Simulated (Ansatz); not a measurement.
**CH3FISi radical: up Jacob's ladder to CCSD(T)**

The task here is to estimate one member of a computed series from the others.

Method: functionals in def2-TZVPP, the program's frozen cores in correlated methods; program: Ansatz 0.2.0, Gaussian basis.

Levels to be run: LDA (SPW92), PBE-D4, revPBE-D4, BLYP-D4, r2SCAN-D4, B97M-V, PBE0-D4, B3LYP-D4, r2SCANh-D4, r2SCAN0-D4, HSE06-D4, BHLYP-D4, CAM-B3LYP-D4, LC-ωPBE, ωB97X-V, ωB97M-V, B2PLYP, PBE-QIDH; CCSD(T)/def2-SVP; CCSD(T)/def2-TZVPP; MP2/def2-QZVPP; extrapolation to the limit; RPA on PBE.

## The relaxed structure

An earlier PBE0-D4 in a triple-zeta def2 set relaxation fixed the geometry. I takes the def2 core potential; no spin-orbit term is included.

SMILES `C[Si](F)I`, 7 atoms, charge 0, spin multiplicity 2.

Atoms are counted from 1 here; the program's logs count them from 0.

Bond lengths: C1–Si2 1.865 Å, C1–H5 1.091 Å, C1–H6 1.094 Å, C1–H7 1.092 Å, Si2–F3 1.603 Å, Si2–I4 2.449 Å. Angles: Si2–C1–H5 110.2°, Si2–C1–H6 109.4°, Si2–C1–H7 109.9°, H5–C1–H6 109.1°, H5–C1–H7 109.2°, H6–C1–H7 109.0°, C1–Si2–F3 107.6°, C1–Si2–I4 110.7°, F3–Si2–I4 108.1°.

As a file:

```xyz
7
CH3FISi
C     0.0999    0.8681   -0.0701
Si    0.3480   -0.9510   -0.3957
F     1.2567   -1.5356    0.7884
I    -1.7946   -2.1369   -0.3657
H    -0.5509    1.3023   -0.8304
H    -0.3605    1.0013    0.9128
H     1.0628    1.3839   -0.0849
```

The first run:

in.yaml reads:

```yaml
crystal:
  periodic: [false, false, false]
  atoms:
    - {symbol: C, position_ang: [0.099915, 0.868075, -0.070090]}
    - {symbol: Si, position_ang: [0.347975, -0.951025, -0.395724]}
    - {symbol: F, position_ang: [1.256681, -1.535634, 0.788433]}
    - {symbol: I, position_ang: [-1.794612, -2.136856, -0.365688]}
    - {symbol: H, position_ang: [-0.550894, 1.302340, -0.830430]}
    - {symbol: H, position_ang: [-0.360516, 1.001334, 0.912794]}
    - {symbol: H, position_ang: [1.062752, 1.383867, -0.084897]}
basis:
  gaussian: {orbitals: def2-TZVPP}
magnetization: {spin_polarized: true, initial_magnetization: 1}
hamiltonian: {xc: lda}
output: {orbitals: {seedname: orbitals}}
```

Among the steps run: LDA; PBE-D4 (GGA); revPBE-D4 (GGA); BLYP-D4 (GGA); r2SCAN-D4 (meta-GGA); B97M-V (meta-GGA); PBE0-D4 (hybrid); B3LYP-D4 (hybrid); r2SCANh-D4 (hybrid); r2SCAN0-D4 (hybrid); HSE06-D4 (hybrid); BHLYP-D4 (hybrid); CAM-B3LYP-D4 (range-separated); LC-ωPBE-D4 (range-separated; the results give it without D4); ωB97X-V (range-separated); ωB97M-V (range-separated); B2PLYP (double hybrid); PBE-QIDH (double hybrid).

One table of the session follows, with a row left open; its other results are not shown here.

It belongs to the step «Orbital energies across the functionals». 

```
  functional  HOMO (eV)  LUMO (eV)  gap (eV)
 LDA (SPW92)      -5.16      -4.05      1.11
      PBE-D4      -5.16      -3.62      1.54
   revPBE-D4      -5.14      -3.48      1.66
     BLYP-D4      -4.96      -3.66      1.30
   r2SCAN-D4      -5.53      -3.17      2.36
      B97M-V      -5.21      -3.66      1.55
     PBE0-D4      -6.32      -2.77      3.56
    B3LYP-D4          ?          ?         ?
  r2SCANh-D4      -5.95      -2.89      3.06
  r2SCAN0-D4      -6.59      -2.48      4.11
    HSE06-D4      -5.93      -3.15      2.79
    BHLYP-D4      -7.31      -2.02      5.28
CAM-B3LYP-D4      -7.52      -1.92      5.60
     LC-ωPBE      -8.90      -0.50      8.40
     ωB97X-V      -8.42      -1.05      7.37
     ωB97M-V      -8.07      -1.22      6.85
```

Estimate the missing values for B3LYP-D4.

Worked estimate for «HOMO (eV)». Against the share of exact exchange, BLYP-D4 (0, -4.96), BHLYP-D4 (0.5, -7.31) give a slope of -4.70 per unit share; at 0.2 the line stands at -5.90.

**Answer.** HOMO (eV): -6.05; LUMO (eV): -3.17; gap (eV): 2.88. In «HOMO (eV)» the line misses by +0.15.
